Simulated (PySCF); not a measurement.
# A gas-phase reaction: GeH4O + GeH4O → Ge2H6O + H2O

Wanted: the reaction energy for `[OH][GeH3]` + `[OH][GeH3]` → `[GeH3][O][GeH3]` + `O`.

Computed with PySCF 2.14.0; each step states its level. No surroundings beyond the atoms listed, unless a continuum is named. Atoms count from 0, parts from 1.

### 1 Starting point

Each species was relaxed by itself at PBE0-D3(BJ)/def2-SVPD.

### 2 Energies of the species: wB97M-D3(BJ)/def2-TZVPD

What the job is given:

```
{"job": {"kind": "react", "xc": "wB97M-D3(BJ)", "basis": "def2-TZVPD"}, "charge": 0, "multiplicity": 1}
-1 GeH4O charge 0 multiplicity 1
O      1.311130    -0.316790    -0.487080
Ge    -0.381460     0.055030    -0.021530
H      1.970450     0.031000     0.119180
H     -0.687610    -0.565570     1.354480
H     -1.218830    -0.586990    -1.130470
H     -0.580720     1.581470     0.030490

-1 GeH4O charge 0 multiplicity 1
O      1.311130    -0.316790    -0.487080
Ge    -0.381460     0.055030    -0.021530
H      1.970450     0.031000     0.119180
H     -0.687610    -0.565570     1.354480
H     -1.218830    -0.586990    -1.130470
H     -0.580720     1.581470     0.030490

+1 Ge2H6O charge 0 multiplicity 1
Ge     0.103650     1.591520     0.135670
O      0.695020     0.018670    -0.461020
Ge    -0.021330    -1.590930    -0.184760
H      0.109360     1.577840     1.677140
H      1.077010     2.638130    -0.420760
H     -1.329290     1.819280    -0.385540
H     -1.462790    -1.599330    -0.731630
H     -0.028940    -1.884340     1.328620
H      0.873090    -2.578950    -0.943960

+1 H2O charge 0 multiplicity 1
O     -0.005530     0.389350    -0.002440
H      0.765600    -0.183820     0.000850
H     -0.760040    -0.205500     0.001560
```

Method: wB97M-D3(BJ)/def2-TZVPD reaction energy of separated species, gas phase.

Launch:

```console
OMP_NUM_THREADS=1 python cluster_run.py task.json out
```

The driver reads the jobs from task.json and runs them one after another.

Output:

```text
species 1 (GeH4O)
coarse grid: 22488 points
cycle   1  E = -2154.5901905060  dE = -6.615e-01  |g| = 8.995e-01  |ddm| = 1.847e+00
cycle   2  E = -2154.5370225436  dE =  5.317e-02  |g| = 1.104e+00  |ddm| = 1.025e+00
cycle   3  E = -2154.7043211584  dE = -1.673e-01  |g| = 6.726e-02  |ddm| = 5.244e-01
cycle   4  E = -2154.7048929235  dE = -5.718e-04  |g| = 3.557e-02  |ddm| = 5.470e-02
cycle   5  E = -2154.7050443344  dE = -1.514e-04  |g| = 3.594e-03  |ddm| = 2.039e-02
cycle   6  E = -2154.7050485294  dE = -4.195e-06  |g| = 5.664e-04  |ddm| = 5.941e-03
final grid: 45736 points
cycle   7  E = -2154.7049741635  dE = -1.757e-07  |g| = 3.556e-04  |ddm| = 1.710e-03
cycle   8  E = -2154.7049741722  dE = -8.749e-09  |g| = 3.816e-04  |ddm| = 5.166e-04
cycle   9  E = -2154.7049741950  dE = -2.275e-08  |g| = 4.114e-05  |ddm| = 1.699e-04
cycle  10  E = -2154.7049741957  dE = -7.694e-10  |g| = 2.366e-05  |ddm| = 7.873e-05
converged SCF energy = -2154.7049741957

species 2 (GeH4O): E = -2154.7049741957 (as before)

species 3 (Ge2H6O)
coarse grid: 34848 points
cycle   1  E = -4232.7698588359  dE = -1.216e+00  |g| = 1.138e+00  |ddm| = 2.445e+00
cycle   2  E = -4232.6346314892  dE =  1.352e-01  |g| = 1.479e+00  |ddm| = 1.437e+00
cycle   3  E = -4232.9341652137  dE = -2.995e-01  |g| = 1.455e-01  |ddm| = 7.788e-01
cycle   4  E = -4232.9370905854  dE = -2.925e-03  |g| = 4.620e-02  |ddm| = 1.061e-01
cycle   5  E = -4232.9373863957  dE = -2.958e-04  |g| = 4.498e-03  |ddm| = 3.287e-02
cycle   6  E = -4232.9373935701  dE = -7.174e-06  |g| = 7.539e-04  |ddm| = 8.564e-03
final grid: 69520 points
cycle   7  E = -4232.9372542720  dE = -2.923e-07  |g| = 4.182e-04  |ddm| = 2.596e-03
cycle   8  E = -4232.9372542979  dE = -2.593e-08  |g| = 3.738e-04  |ddm| = 7.026e-04
cycle   9  E = -4232.9372543119  dE = -1.399e-08  |g| = 5.735e-05  |ddm| = 2.366e-04
cycle  10  E = -4232.9372543130  dE = -1.106e-09  |g| = 3.264e-05  |ddm| = 7.980e-05
cycle  11  E = -4232.9372543133  dE = -2.628e-10  |g| = 1.491e-05  |ddm| = 4.327e-05
converged SCF energy = -4232.9372543133

species 4 (H2O)
coarse grid: 10128 points
cycle   1  E = -76.4117499318  dE = -7.453e-02  |g| = 5.872e-01  |ddm| = 8.994e-01
cycle   2  E = -76.4087430572  dE =  3.007e-03  |g| = 6.461e-01  |ddm| = 5.038e-01
cycle   3  E = -76.4759334115  dE = -6.719e-02  |g| = 2.731e-02  |ddm| = 2.374e-01
cycle   4  E = -76.4760586141  dE = -1.252e-04  |g| = 5.497e-03  |ddm| = 1.609e-02
cycle   5  E = -76.4760672909  dE = -8.677e-06  |g| = 8.214e-04  |ddm| = 5.831e-03
final grid: 21952 points
cycle   6  E = -76.4760629940  dE = -1.975e-07  |g| = 5.844e-04  |ddm| = 1.373e-03
cycle   7  E = -76.4760630009  dE = -6.837e-09  |g| = 6.468e-04  |ddm| = 6.470e-04
cycle   8  E = -76.4760630645  dE = -6.366e-08  |g| = 3.199e-05  |ddm| = 2.236e-04
cycle   9  E = -76.4760630654  dE = -8.231e-10  |g| = 4.132e-06  |ddm| = 1.105e-04
converged SCF energy = -76.4760630654

Reaction energy = -2.481 kcal/mol
```

It took 19 s on 1 thread of Arm Neoverse V2, shared host; peak memory 0.76 GiB.

Species by species (with the dispersion term, which the log's SCF energies lack):

```
 ν          species  energy (Eh)  HOMO (eV)
-1       [OH][GeH3]  -2154.70857     -10.90
-1       [OH][GeH3]  -2154.70857     -10.90
+1  [GeH3][O][GeH3]  -4232.94428     -10.57
+1                O    -76.47682     -11.72
```

### 3 Reaction energy: PBE0-D3(BJ)/def2-TZVPD

Same as in step 2 but for these lines:

```diff
@@ -1,2 +1,2 @@
-{"job": {"kind": "react", "xc": "wB97M-D3(BJ)", "basis": "def2-TZVPD"}, "charge": 0, "multiplicity": 1}
+{"job": {"kind": "react", "xc": "PBE0", "basis": "def2-TZVPD", "disp": "d3bj"}, "charge": 0, "multiplicity": 1}
 -1 GeH4O charge 0 multiplicity 1
```

Method: PBE0-D3(BJ)/def2-TZVPD reaction energy of separated species, gas phase.

Output:

```text
species 1 (GeH4O)
coarse grid: 22488 points
cycle   1  E = -2154.1995167777  dE = -5.690e-01  |g| = 9.745e-01  |ddm| = 1.831e+00
cycle   2  E = -2153.8647187541  dE =  3.348e-01  |g| = 1.657e+00  |ddm| = 1.304e+00
cycle   3  E = -2154.3210231149  dE = -4.563e-01  |g| = 2.080e-01  |ddm| = 8.750e-01
cycle   4  E = -2154.3275603638  dE = -6.537e-03  |g| = 4.912e-02  |ddm| = 1.348e-01
cycle   5  E = -2154.3277681052  dE = -2.077e-04  |g| = 6.957e-03  |ddm| = 2.819e-02
cycle   6  E = -2154.3277789298  dE = -1.082e-05  |g| = 1.358e-03  |ddm| = 5.737e-03
cycle   7  E = -2154.3277793142  dE = -3.844e-07  |g| = 1.786e-04  |ddm| = 1.085e-03
final grid: 45736 points
cycle   8  E = -2154.3277769522  dE = -1.951e-08  |g| = 1.998e-04  |ddm| = 1.551e-03
cycle   9  E = -2154.3277769455  dE =  6.703e-09  |g| = 2.962e-04  |ddm| = 2.893e-04
cycle  10  E = -2154.3277769596  dE = -1.402e-08  |g| = 3.874e-05  |ddm| = 1.562e-04
cycle  11  E = -2154.3277769598  dE = -2.565e-10  |g| = 1.007e-05  |ddm| = 2.699e-05
converged SCF energy = -2154.3277769598

species 2 (GeH4O): E = -2154.3277769598 (as before)

species 3 (Ge2H6O)
coarse grid: 34848 points
cycle   1  E = -4232.0983749786  dE = -1.107e+00  |g| = 1.216e+00  |ddm| = 2.416e+00
cycle   2  E = -4231.4652993844  dE =  6.331e-01  |g| = 2.177e+00  |ddm| = 1.715e+00
cycle   3  E = -4232.2514128487  dE = -7.861e-01  |g| = 4.028e-01  |ddm| = 1.201e+00
cycle   4  E = -4232.2779497126  dE = -2.654e-02  |g| = 5.308e-02  |ddm| = 2.547e-01
cycle   5  E = -4232.2781774985  dE = -2.278e-04  |g| = 9.556e-03  |ddm| = 3.742e-02
cycle   6  E = -4232.2782040334  dE = -2.653e-05  |g| = 1.493e-03  |ddm| = 9.051e-03
cycle   7  E = -4232.2782046786  dE = -6.453e-07  |g| = 2.343e-04  |ddm| = 1.621e-03
final grid: 69520 points
cycle   8  E = -4232.2781823906  dE = -6.267e-08  |g| = 2.338e-04  |ddm| = 3.134e-03
cycle   9  E = -4232.2781823784  dE =  1.221e-08  |g| = 3.650e-04  |ddm| = 3.893e-04
cycle  10  E = -4232.2781824027  dE = -2.436e-08  |g| = 6.463e-05  |ddm| = 2.118e-04
cycle  11  E = -4232.2781824037  dE = -9.231e-10  |g| = 3.238e-06  |ddm| = 4.471e-05
converged SCF energy = -4232.2781824037

species 4 (H2O)
coarse grid: 2328 points
cycle   1  E = -76.3044268805  dE = -5.297e-03  |g| = 6.571e-01  |ddm| = 9.011e-01
cycle   2  E = -76.1882070809  dE =  1.162e-01  |g| = 1.036e+00  |ddm| = 7.256e-01
cycle   3  E = -76.3820269864  dE = -1.938e-01  |g| = 3.132e-02  |ddm| = 4.396e-01
cycle   4  E = -76.3822092944  dE = -1.823e-04  |g| = 5.864e-03  |ddm| = 1.606e-02
cycle   5  E = -76.3822144334  dE = -5.139e-06  |g| = 7.850e-04  |ddm| = 2.507e-03
final grid: 21952 points
cycle   6  E = -76.3808944287  dE = -1.510e-05  |g| = 3.447e-03  |ddm| = 9.269e-03
cycle   7  E = -76.3808924640  dE =  1.965e-06  |g| = 4.751e-03  |ddm| = 3.318e-03
cycle   8  E = -76.3808961782  dE = -3.714e-06  |g| = 2.517e-04  |ddm| = 1.964e-03
cycle   9  E = -76.3808961888  dE = -1.061e-08  |g| = 2.394e-05  |ddm| = 1.100e-04
cycle  10  E = -76.3808961889  dE = -1.116e-10  |g| = 3.294e-06  |ddm| = 1.510e-05
converged SCF energy = -76.3808961889

Reaction energy = -2.884 kcal/mol
```

Run time: 10 s. Hardware: 1 thread of Arm Neoverse V2, shared host; peak memory 0.72 GiB.

Reaction energy at this level: -2.88 kcal/mol.

### 4 Side by side

Energies in kcal/mol, with wall time:

```
                    run  reaction  time
wB97M-D3(BJ)/def2-TZVPD     -2.48  19 s
 PBE0-D3(BJ)/def2-TZVPD     -2.88  10 s
```

### 5 What came out

```
                                                quantity                    value
               reaction energy (wB97M-D3(BJ)/def2-TZVPD)           -2.48 kcal/mol
                     ΔH, ΔG at 298 K (xTB thermal terms)      -2.6, -2.0 kcal/mol
range of the reaction energy over the runs of this table  -2.88 to -2.48 kcal/mol
```

The reaction is exothermic by 2.6 kcal/mol in the gas phase; dispersion gives -0.37, and xTB itself gave 9.48 for the electronic energy (xTB energies and thermal terms come from the earlier relaxation of each species, not shown). No barrier was sought. xTB and this level differ widely in the electronic energy, so what comes from xTB (the thermal terms above all) is less safe here. The reaction energy runs from -2.88 (PBE0-D3(BJ)/def2-TZVPD) to -2.48 kcal/mol (wB97M-D3(BJ)/def2-TZVPD).
